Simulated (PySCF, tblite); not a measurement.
# C5H8FNSi: geometry, infrared bands and NMR shifts

Wanted: the infrared bands and NMR shifts of C5H8FNSi (`N#C[C@]1(F)CCC[SiH2]1`), by calculation.

The runs use tblite 0.8.0 and PySCF 2.14.0, with density-fitted response routines of our own; the level of theory stands in each step. All values are computed, except where a source is named. Atoms count from 0, in the outputs and in this text.

### Step 1. The starting structure

16 atoms, charge 0, multiplicity 1; geometry from: force field or distance geometry start.

Bonds of the start (Å): N0–C1 1.15, C1–C2 1.43, C2–F3 1.37, C2–C4 1.52, C4–C5 1.51, C5–C6 1.50, C6–Si7 1.89, Si7–C2 1.88, C4–H8 1.11, C4–H9 1.08, C5–H10 1.11, C5–H11 1.12, C6–H12 1.09, C6–H13 1.12, Si7–H14 1.45, Si7–H15 1.46.

### Step 2. Geometry optimisation with GFN2-xTB

What the job is given:

```
{"job": {"kind": "relax", "xc": "GFN2-xTB", "basis": "xTB"}, "charge": 0, "multiplicity": 1}
N      3.504200     0.150200     0.682700
C      2.380700    -0.062500     0.598000
C      0.987700    -0.371800     0.525300
F      0.590000    -1.418700     1.307700
C      0.483300    -0.531100    -0.898900
C     -1.015200    -0.689200    -0.839700
C     -1.591700     0.371200     0.057900
Si    -0.078900     1.135200     0.885600
H      0.672000     0.450600    -1.391100
H      0.991900    -1.314300    -1.450300
H     -1.451700    -0.565200    -1.858000
H     -1.204300    -1.736100    -0.479400
H     -2.234300     1.099000    -0.429700
H     -2.106700    -0.176400     0.885600
H      0.344600     2.273100     0.086400
H     -0.279200     1.395100     2.306400
```

Started as:

```console
$ OMP_NUM_THREADS=1 python probes_run.py task.json out
```

The driver reads the jobs from task.json and runs them one after another.

**Question.** This job is followed by: GFN2-xTB harmonic vibrations, gas phase; GIAO PBE0/pcSseg-1 NMR shielding, non-relativistic, gas phase. What will the session give for the following? strongest single infrared mode (GFN2-xTB); zero-point energy (GFN2-xTB); 13C shifts against TMS (PBE0/pcSseg-1); 1H shifts against TMS (PBE0/pcSseg-1); 15N shifts against NH3 (PBE0/pcSseg-1); 19F shifts against CFCl3 (PBE0/pcSseg-1); 29Si shifts against TMS (PBE0/pcSseg-1); surface potential, 1st and 99th percentile.

As calculated:

| quantity | value |
| --- | --- |
| strongest single infrared mode (GFN2-xTB) | 2321 cm⁻¹, 262 km/mol |
| zero-point energy (GFN2-xTB) | 73.4 kcal/mol |
| 13C shifts against TMS (PBE0/pcSseg-1) | 124.2, 85.6, 47.4, 29.3, 12.0 ppm |
| 1H shifts against TMS (PBE0/pcSseg-1) | 4.63, 4.56, 2.73, 2.19, 1.93, 1.63, 1.30, 1.02 ppm |
| 15N shifts against NH3 (PBE0/pcSseg-1) | 317.8 ppm |
| 19F shifts against CFCl3 (PBE0/pcSseg-1) | -215.7 ppm |
| 29Si shifts against TMS (PBE0/pcSseg-1) | -6.5 ppm |
| surface potential, 1st and 99th percentile | -1.75 V and 1.49 V |

Relaxing lowered the energy by 0.598 eV in 89 steps; the close pair that moved most is C2–Si7, from 1.881 to 1.951 Å. No mode is imaginary among the 42: a minimum at this level. The strongest single mode, at 2321 cm⁻¹, moves mainly H15. GFN2-xTB is a fitted tight-binding method: band positions and strengths are rough. Its intensities can rank the bands wrongly. The most deshielded carbon is C1 (nitrile carbon), at 124.2 ppm: this is the usual window of a C≡N carbon, which has no attached hydrogen. At PBE0/pcSseg-1: Shielding is most anisotropic at N0 (span 445 ppm, paramagnetic term -389 ppm). By nearest atom (PBE0/pcSseg-1), the HOMO sits on C2 22 %; N0 21 % and the LUMO on N0 22 %; C1, C2 about 16 % each.
